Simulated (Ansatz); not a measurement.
# C2H8FNOSi: geometry optimisation

The task is to find a stationary geometry of C2H8FNOSi.

Program: Ansatz 0.2.0, Gaussian basis. Level of theory: RKS PBE0-D4/def2-TZVP. These are calculated values, not measurements.

Levels to be run: relaxation at PBE0-D4/def2-TZVP.

1 further run of the same task is left out (set aside as unsound or not needed).

## 1. The system as given

SMILES `CC[Si](N)(O)F`, 14 atoms, charge 0, spin multiplicity 1.

Atoms are counted from 1 here; the program's logs count them from 0.

Bond lengths: C1–C2 1.527 Å, C1–H7 1.088 Å, C1–H8 1.088 Å, C1–H9 1.089 Å, C2–Si3 1.895 Å, C2–H10 1.090 Å, C2–H11 1.090 Å, Si3–N4 1.722 Å, Si3–O5 1.617 Å, Si3–F6 1.619 Å, N4–H12 1.006 Å, N4–H13 1.006 Å, O5–H14 0.954 Å. Angles: C2–C1–H7 110.5°, C2–C1–H8 110.8°, C2–C1–H9 110.8°, H7–C1–H8 108.1°, H7–C1–H9 108.3°, H8–C1–H9 108.2°, C1–C2–Si3 113.2°, C1–C2–H10 109.1°, C1–C2–H11 108.8°, Si3–C2–H10 110.0°, Si3–C2–H11 109.3°, H10–C2–H11 106.2°, C2–Si3–N4 119.9°, C2–Si3–O5 106.0°, C2–Si3–F6 108.9°, N4–Si3–O5 110.8°, N4–Si3–F6 101.8°, O5–Si3–F6 109.1° and more.

Geometry (Å):

```xyz
14
C2H8FNOSi
C    -0.2111   -0.7160   -1.7554
C     0.4810    0.3946   -0.9681
Si    0.3648    0.1610    0.9086
N    -1.1733   -0.0477    1.6537
O     1.1551    1.4103    1.5639
F     1.1184   -1.2133    1.3133
H     0.2059   -1.6856   -1.4931
H    -1.2778   -0.7362   -1.5396
H    -0.0842   -0.5675   -2.8264
H     0.0493    1.3548   -1.2521
H     1.5300    0.4337   -1.2628
H    -1.8364    0.7083    1.6273
H    -1.6462   -0.9272    1.5281
H     1.3246    1.4309    2.5026
```

The start is a GFN2-xTB geometry.

## 2. Optimising with PBE0-D4/def2-TZVP

Contents of in.yaml:

```yaml
crystal:
  periodic: [false, false, false]
  atoms:
    - {symbol: C, position_ang: [-0.211130, -0.716050, -1.755380]}
    - {symbol: C, position_ang: [0.481030, 0.394570, -0.968090]}
    - {symbol: Si, position_ang: [0.364820, 0.160990, 0.908590]}
    - {symbol: N, position_ang: [-1.173330, -0.047740, 1.653730]}
    - {symbol: O, position_ang: [1.155060, 1.410330, 1.563860]}
    - {symbol: F, position_ang: [1.118370, -1.213340, 1.313270]}
    - {symbol: H, position_ang: [0.205860, -1.685610, -1.493130]}
    - {symbol: H, position_ang: [-1.277770, -0.736250, -1.539650]}
    - {symbol: H, position_ang: [-0.084240, -0.567450, -2.826390]}
    - {symbol: H, position_ang: [0.049290, 1.354820, -1.252080]}
    - {symbol: H, position_ang: [1.530010, 0.433660, -1.262840]}
    - {symbol: H, position_ang: [-1.836390, 0.708270, 1.627330]}
    - {symbol: H, position_ang: [-1.646190, -0.927170, 1.528150]}
    - {symbol: H, position_ang: [1.324620, 1.430950, 2.502640]}
basis:
  gaussian: {orbitals: def2-TZVP}
hamiltonian: {xc: pbe0, dispersion: d4}
relax: {f_tol: 0.005, max_steps: 150}
```

Run with:

```sh
$ ansatz run in.yaml --threads 2 --pin off --events-out ev --progress --plain --max-ram 32768MiB --backend cuda --devices 0, --max-vram 18GiB
```

Before running them: what should the planned runs give, taken together? Wanted: point group; shift from the start; total energy; dispersion term; dipole moment.

**Answer**, as computed:

| quantity | value |
| --- | --- |
| point group | C1 |
| steps | 12 |
| shift from the start (rms) | 0.092 Å |
| total energy | -16332.4823 eV |
| dispersion term | -255 meV |
| dipole moment | 2.25 D |

The relaxed geometry lies 0.09 Å (rms) from the start; the bond that changed most is C2–Si3, from 1.895 to 1.852 Å. No vibrations were run, so it is not proven to be a minimum. The largest Mulliken charge, +0.76 e, sits on Si3.
